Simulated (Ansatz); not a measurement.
**ScB2: squeezing one contact**

One table from this session's results is given with a row withheld; the runs are named, their logs left out.

Computed with Ansatz 0.2.0 (DFT LDA, with the methods named in each step, unless a step's input says otherwise).

### Starting point

The structure is hexagonal, space group P6/mmm (No. 191). Conventional cell: a = 3.150 Å, b = 3.150 Å, c = 3.520 Å, α = 90.00°, β = 90.00°, γ = 120.00°. Sc (site symmetry 6/mmm) is surrounded by 12 B at 2.53 Å. B (site symmetry -6m2) is surrounded by 3 B at 1.82 Å and 6 Sc at 2.53 Å.

Coordinates:

```
CELL_PARAMETERS angstrom
3.15000 0.00000 0.00000
-1.57500 2.72798 0.00000
0.00000 0.00000 3.52000
ATOMIC_POSITIONS crystal
Sc 0.00000 0.00000 0.00000
B 0.33333 0.66667 0.50000
B 0.66667 0.33333 0.50000
```

Atoms are numbered in the order of the input: Sc1, B2, B3.

The first run:

The input, input.yaml:

```yaml
crystal:
  lattice:
    - [3.15, 0.0, 0.0]
    - [-1.575, 2.7279800219, 0.0]
    - [0.0, 0.0, 3.52]
  atoms:
    - { symbol: Sc, position: [0.0, 0.0, 0.0] }
    - { symbol: B, position: [0.3333333333, 0.6666666667, 0.5] }
    - { symbol: B, position: [0.6666666667, 0.3333333333, 0.5] }
kpoints:
  mp_grid: { grid: [11, 11, 9] }
scf:
  occupations: { method: fermi_dirac, width: 0.05 }
hamiltonian:
  xc: lda
  pseudopotentials: { kind: all_electron, lapw: { basis_error: 0.001 } }
output:
  forces: true
  stress: true
  eigenvalues: true
  populations: true
```

Run with:

```console
$ ansatz run input.yaml --threads 1 --pin off --max-ram 3072MiB --backend cpu --events-out ev --progress --plain --runs-dir out
```

Steps of the session up to this table: The bond as given, LAPW; Shortest bond scaled by 1, crystal datasets; Shortest bond scaled by 1.1, LAPW; Shortest bond scaled by 0.94, LAPW; Shortest bond scaled by 0.94, crystal datasets; Shortest bond scaled by 0.76, LAPW; Shortest bond scaled by 0.64, LAPW; Shortest bond scaled by 0.64, crystal datasets.

One table of the session follows, with a row left open; its other results are not shown here.

```
                         method  length (Å)  force along the bond (eV/Å)  pressure (GPa)  largest force (eV/Å)
                           LAPW       1.164                       28.365           45.80                28.365
                           LAPW       1.382                       10.605           10.25                10.605
                           LAPW       1.710                        1.425           -8.86                 1.425
                           LAPW       1.819                        0.000           -9.80                 0.000
                           LAPW       2.001                            ?               ?                     ?
                            PAW       1.164                       28.133           45.30                28.133
                            PAW       1.382                       10.589           10.19                10.589
                            PAW       1.710                        1.424           -8.86                 1.424
                            PAW       1.819                        0.000           -9.79                 0.000
                            PAW       2.001                       -1.563           -7.80                 1.563
PAW (partial_waves polarizable)       1.164                       28.133           45.30                28.133
               crystal datasets       1.164                       28.366           45.80                28.366
               crystal datasets       1.710                        1.425           -8.86                 1.425
               crystal datasets       1.819                        0.000           -9.80                 0.000
```

Estimate the missing values for LAPW, 2.001.

**Answer.** force along the bond (eV/Å): -1.563; pressure (GPa): -7.81; largest force (eV/Å): 1.563.

To keep in mind: Warnings in the runs' records: crystal datasets made.
